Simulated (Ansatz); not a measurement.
# F2OTi: the cost of one run

Program: Ansatz 0.2.0. Level of theory: RKS PBE-D4/def2-SVP. These are calculated values, not measurements.

## (1) The structure to begin with

Bond lengths: O1–Ti2 1.596 Å, Ti2–F3 1.722 Å, Ti2–F4 1.721 Å. Angles: O1–Ti2–F3 111.7°, O1–Ti2–F4 111.8°, F3–Ti2–F4 113.6°.

Coordinates:

```xyz
4

O     0.1261    0.5074    1.4652
Ti   -0.3035   -0.1661    0.0830
F     0.8334   -1.3545   -0.4280
F    -0.6559    1.0132   -1.1202
```

## (2) End point A

The input, input.yaml:

```yaml
crystal:
  periodic: [false, false, false]
  atoms:
    - { symbol: O, position_ang: [0.12606, 0.50744, 1.46525] }
    - { symbol: Ti, position_ang: [-0.30353, -0.16611, 0.08302] }
    - { symbol: F, position_ang: [0.83341, -1.35451, -0.42804] }
    - { symbol: F, position_ang: [-0.65594, 1.01319, -1.12023] }
basis:
  gaussian: { orbitals: def2-SVP }
hamiltonian:
  xc: pbe
  dispersion: d4
relax:
  f_tol: 0.015
  max_steps: 40
```

Command:

```
$ ansatz run input.yaml --threads 1 --pin off --max-ram 2048MiB --backend cpu --events-out ev --progress --plain --runs-dir out
```

What time and memory should one allow on 1 thread of Intel Xeon Platinum 8488C (Sapphire Rapids), shared host?

About 7.8 s, with a peak of 0.15 GiB.
